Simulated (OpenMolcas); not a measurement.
# Pd⁵⁺ among point charges: CASSCF and CASPT2 levels and susceptibility

Aim: the splitting of the states of Pd⁵⁺ in the field of 6 point charges, its lowest levels with spin-orbit coupling and its magnetic susceptibility.

Method: state-averaged CASSCF and CASPT2, spin-orbit coupling by RASSI with atomic mean-field integrals. Code: OpenMolcas 26.06.

**1. What is computed**

- Species: Pd⁵⁺ (palladium, Z = 46, 41 electrons)
- Basis: ANO-RCC-VTZP [7s6p4d2f1g], 68 functions
- Scalar Hamiltonian: DKH2, point nucleus
- Inactive shells: 1s 2s 2p 3s 3p 3d 4s 4p
- Active space: 5 electrons in 5 orbitals (4d)
- Some configurations of this space: 4d5
- Orbitals: optimised for each spin and parity, averaged over all roots

Outer shells as boxes (Hund's rule):

4d5
```
4d [↑ ][↑ ][↑ ][↑ ][↑ ]
```

The ion sits among 6 point charges of -1.7 e arranged as an octahedron (Oh), 1.97 Å from the ion.

Each step is its own input file, run in one work folder so that later steps find the files of earlier ones. Labels, J, g values, rates, χT and fits are worked out afterwards by a script from the matrices that RASSI stores. The input lists half of the charges; inversion (Group=XYZ) makes the rest.

**2. GATEWAY and SEWARD: basis and integrals**

File a.inp:

```
&GATEWAY
Coord
1

Pd 0.0 0.0 0.0
Basis=ANO-RCC-VTZP
Group=XYZ
NoMove
AngMom=0.0 0.0 0.0
AMFI
XField
3 Angstrom 0
1.970000 0.000000 0.000000 -1.700000
0.000000 1.970000 0.000000 -1.700000
0.000000 0.000000 1.970000 -1.700000
&SEWARD
```

**3. CASSCF: sextets of even parity, 1 root**

File a.inp:

```
&RASSCF
FileOrb=start.orb
Symmetry=1
Spin=6
nActEl=5 0 0
Inactive=9 9
Ras2=5 0
CIRoot=1 1 1
SDav=1
CIMx=300
Iter=120 100
PrWF=0.3
OrbListing=Nothing
MaxOrb=0
>>> COPY $Project.JobIph JOB001
```

start.orb holds the contracted functions of the basis, ordered by shell, or the orbitals of the step before.

**4. CASSCF: quartets of even parity, 24 roots**

File a.inp:

```
&RASSCF
FileOrb=start.orb
Symmetry=1
Spin=4
nActEl=5 0 0
Inactive=9 9
Ras2=5 0
CIRoot=24 24 1
SDav=24
CIMx=300
Iter=120 100
PrWF=0.3
OrbListing=Nothing
MaxOrb=0
>>> COPY $Project.JobIph JOB002
```

**5. Reference wave functions, doublets of even parity, 75 roots**

File a.inp:

```
&RASSCF
FileOrb=start.orb
Symmetry=1
Spin=2
nActEl=5 0 0
Inactive=9 9
Ras2=5 0
CIRoot=75 75 1
SDav=75
CIMx=300
Iter=120 100
PrWF=0.3
OrbListing=Nothing
MaxOrb=0
>>> COPY $Project.JobIph JOB003
```

**6. RASSI: spin-orbit coupling between the states**

File a.inp:

```
&RASSI
NrOfJobIphs=3 1 24 75
1
1 2 3 4 5 6 7 8 9 10 11 12 13 14 15 16 17 18 19 20 21 22 23 24
1 2 3 4 5 6 7 8 9 10 11 12 13 14 15 16 17 18 19 20 21 22 23 24 25 26 27
28 29 30 31 32 33 34 35 36 37 38 39 40 41 42 43 44 45 46 47 48 49 50 51
52 53 54 55 56 57 58 59 60 61 62 63 64 65 66 67 68 69 70 71 72 73 74 75
IphNames
JOB001
JOB002
JOB003
EJob
SpinOrbit
DIPRint=1.0
SOCoupling=1000.0
Subsets=2
Property=9
'ANGMOM' 1 'ANGMOM' 2 'ANGMOM' 3 'MLTPL  1' 1 'MLTPL  1' 2 'MLTPL  1' 3
'AMFI' 1 'AMFI' 2 'AMFI' 3
SOProperty=3
'ANGMOM' 1 'ANGMOM' 2 'ANGMOM' 3
```

**7. CASPT2: IPEA 0.25, imaginary shift 0.1 (closed shells correlated: 4s 4p)**

File a.inp:

```
>>> COPY JOB001 $Project.JobIph
&CASPT2
Multistate=1 1
Frozen=8 6
IPEA=0.25
Imaginary=0.1
MaxIter=60
WThr=0.0 0.3 0.05
PrWF=0.5
NoMix
>>> COPY JOB002 $Project.JobIph
&CASPT2
Multistate=24 1 2 3 4 5 6 7 8 9 10 11 12 13 14 15 16 17 18 19 20 21 22
23 24
NoMult
Frozen=8 6
IPEA=0.25
Imaginary=0.1
MaxIter=60
WThr=0.0 0.3 0.05
PrWF=0.5
NoMix
>>> COPY JOB003 $Project.JobIph
&CASPT2
Multistate=75 1 2 3 4 5 6 7 8 9 10 11 12 13 14 15 16 17 18 19 20 21 22
23 24 25 26 27 28 29 30 31 32 33 34 35 36 37 38 39 40 41 42 43 44 45 46
47 48 49 50 51 52 53 54 55 56 57 58 59 60 61 62 63 64 65 66 67 68 69 70
71 72 73 74 75
NoMult
Frozen=8 6
IPEA=0.25
Imaginary=0.1
MaxIter=60
WThr=0.0 0.3 0.05
PrWF=0.5
NoMix
```

(Steps that only read results are left out.)

Q: Predict the outcome of this session. Wanted: spin-free ground state; lowest level; next level.

The runs gave:

| quantity | value |
| --- | --- |
| method | SS-CASPT2, IPEA 0.25, imaginary shift 0.1 (closed shells correlated: 4s 4p) |
| spin-free ground state | 6A1, 1-fold in its orbital part |
| lowest level | 2-fold Γ7, g = 3.33, 3.33, 3.33 |
| next level | 0.5 cm⁻¹ |
| χT at 300 K | 4.36 cm³ K/mol |
| effective moment at 300 K | 5.90 μB |

Cost by method:

```csv
method,time of its own steps,time with the reference
A. CASSCF,16 s,16 s
"B. SS-CASPT2, IPEA 0.25, imaginary shift 0.1, +4s 4p",8.7 s,25 s
```

Times are of one thread on a shared host.

In words: The spin-free ground state (6A1) comes to 100 % from free-ion S terms and keeps the highest spin of the shell. χT at 300 K is 4.36, against 4.39 cm³ K/mol for the spin alone, as a half-filled shell (L = 0) has no orbital moment. An active space of the d shell alone favours high spin; real ions in strong fields can be low spin. A ligand-field fit to the states below 45000 cm-1 gives 10Dq = 3569 cm-1, B = 778 cm-1 and C = 4317 cm-1 (C/B = 5.55), with a deviation of 128 cm-1. CASPT2 does not keep the components of a term degenerate, and the means are used. The field of point charges can differ much from that of real complexes. With metal d orbitals alone active, the gaps between spin states are rough; where two lie within a few thousand cm-1, their order is open. This is an electrostatic model: the charges have no orbitals.
